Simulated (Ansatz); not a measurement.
**HfI₃F: one species, many methods**

An exercise on one series of results from a longer session: the logs are not shown, and one member is left open.

Computed with Ansatz 0.2.0, Gaussian basis. Level: functionals in def2-TZVPP, the program's frozen cores in correlated methods.

Levels to be run: LDA (SPW92), PBE-D4, revPBE-D4, BLYP-D4, r2SCAN-D4, B97M-V, PBE0-D4, B3LYP-D4, r2SCANh-D4, r2SCAN0-D4, HSE06-D4, BHLYP-D4, CAM-B3LYP-D4, LC-ωPBE, ωB97X-V, ωB97M-V, B2PLYP, PBE-QIDH; CCSD(T)/def2-SVP; MP2/def2-TZVPP; MP2/def2-QZVPP; RPA on PBE.

### The geometry

The geometry comes from an earlier relaxation with PBE0-D4 in a triple-zeta def2 set; it is a stationary point. Hf, I take the def2 core potential; no spin-orbit term is included.

SMILES `[F][Hf]([I])([I])[I]`, 5 atoms, charge 0, spin multiplicity 1.

Atoms are counted from 1 here; the program's logs count them from 0.

Bond lengths: F1–Hf2 1.875 Å, Hf2–I3 2.687 Å, Hf2–I4 2.687 Å, Hf2–I5 2.687 Å. Angles: F1–Hf2–I3 108.7°, F1–Hf2–I4 108.7°, F1–Hf2–I5 108.7°, I3–Hf2–I4 110.2°, I3–Hf2–I5 110.2°, I4–Hf2–I5 110.2°.

The first run:

The input, in.yaml:

```yaml
crystal:
  periodic: [false, false, false]
  atoms:
    - {symbol: F, position_ang: [-0.602756, -0.036014, 1.913365]}
    - {symbol: Hf, position_ang: [-0.033176, -0.016233, 0.127072]}
    - {symbol: I, position_ang: [2.131890, -1.590091, -0.104489]}
    - {symbol: I, position_ang: [-2.023554, -0.941049, -1.422528]}
    - {symbol: I, position_ang: [0.577596, 2.509686, -0.554720]}
basis:
  gaussian: {orbitals: def2-TZVPP}
hamiltonian: {xc: lda}
output: {orbitals: {seedname: orbitals}}
```

Started as:

```bash
> ansatz run in.yaml --threads 4 --pin off --events-out ev --progress --plain --max-ram 11315MiB
```

Among the steps run: LDA; PBE-D4 (GGA); revPBE-D4 (GGA); BLYP-D4 (GGA); r2SCAN-D4 (meta-GGA); B97M-V (meta-GGA); PBE0-D4 (hybrid); B3LYP-D4 (hybrid); r2SCANh-D4 (hybrid); r2SCAN0-D4 (hybrid); HSE06-D4 (hybrid); BHLYP-D4 (hybrid); CAM-B3LYP-D4 (range-separated); LC-ωPBE (range-separated); ωB97X-V (range-separated); ωB97M-V (range-separated); B2PLYP (double hybrid); PBE-QIDH (double hybrid).

One of the session's tables, all rows but one given; the rest of the session is left out.

It belongs to the step «Frontier levels by functional». 

```
  functional  HOMO (eV)  LUMO (eV)  gap (eV)
 LDA (SPW92)          ?          ?         ?
      PBE-D4      -6.86      -3.11      3.75
   revPBE-D4      -6.80      -3.03      3.77
     BLYP-D4      -6.66      -2.95      3.70
   r2SCAN-D4      -7.18      -3.00      4.18
      B97M-V      -7.11      -2.88      4.23
     PBE0-D4      -7.94      -2.43      5.51
    B3LYP-D4      -7.69      -2.58      5.10
  r2SCANh-D4      -7.57      -2.74      4.82
  r2SCAN0-D4      -8.15      -2.36      5.80
    HSE06-D4      -7.56      -2.79      4.77
    BHLYP-D4      -8.84      -1.56      7.29
CAM-B3LYP-D4      -9.10      -1.42      7.69
     LC-ωPBE     -10.40      -0.41      9.99
     ωB97X-V     -10.07      -0.46      9.61
     ωB97M-V      -9.94      -0.55      9.39
```

**Question.** Estimate the row for LDA (SPW92).

The run gave: HOMO (eV): -7.04; LUMO (eV): -3.34; gap (eV): 3.70. In the column «HOMO (eV)» it lies between B97M-V (-7.11) and PBE-D4 (-6.86).
